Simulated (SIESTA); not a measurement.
The system is ErCuSi.

```
Er Cu Si
1.0
     4.11342    0.00000    0.00000
    -2.05671    3.56233    0.00000
     0.00000    0.00000    3.68281
Er Cu Si
1 1 1
Direct
  0.66667 0.33333 0.00000
  0.00000 0.00000 0.50000
  0.33333 0.66667 0.50000
```

The cell comes from a database or a generator and needn't be the stable form of this composition.

* Program: SIESTA 5.4.2
* Task: single point
* Functional: PBEsol
* Potentials or basis: PseudoDojo 0.4 standard with PseudoDojo 3+ lanthanides (4f in the core) (PBE and PBEsol files)
* Basis: DZP (energy shift 0.003 Ry; two zetas on semicore shells)
* Grid cutoff: 800 Ry
* Energy shift: 0.003 Ry
* k mesh: 8 × 8 × 7
* Occupations: fermi-dirac, width 0.05 eV
* Spin: collinear spin, ferromagnetic start
* Starting moments: [3.0, 0.6, 0.0] μB

On this cell: pressure -3.9 GPa; largest force under 0.003 eV/Å; net moment 0.00 μB per cell; band gap on the k mesh none (metal or under the smearing width).

The same run follows on a disturbed copy (atoms moved at random, drawn with an rms of 0.05 Å):

```
Er Cu Si
1.0
     4.11342    0.00000    0.00000
    -2.05671    3.56233    0.00000
     0.00000    0.00000    3.68281
Er Cu Si
1 1 1
Direct
  0.68046 0.34795 0.99372
  0.01801 0.00751 0.50481
  0.33240 0.66582 0.49017
```

Task: What changes?

Result: The energy (extrapolated to zero smearing) moves by +8.2 meV/atom; pressure -3.7 GPa; largest force 0.567 eV/Å; net moment 0.00 μB per cell; band gap on the k mesh none (metal or under the smearing width).

Forces in eV/Å, atoms in the order of the input:
```
Er  -0.045 -0.217  0.058
Cu  -0.412 -0.112 -0.125
Si   0.457  0.329  0.067
```

Stress tensor (GPa, compression positive):
```
-3.74 -0.50  0.01
-0.50 -3.58 -0.03
 0.01 -0.03 -3.68
```

Caveats: the magnetic or orbital state may not be the lowest; the potentials were made for another functional, which shifts forces and pressure; short orbitals over semicore shells can move pressures by several GPa; spin-orbit coupling is left out, which moves the levels of the heavy elements; the 4f electrons are frozen in the core as for a trivalent ion, so they carry no moment and show no levels; the basis of atomic orbitals isn't converged, which shifts pressures, moduli and gaps.
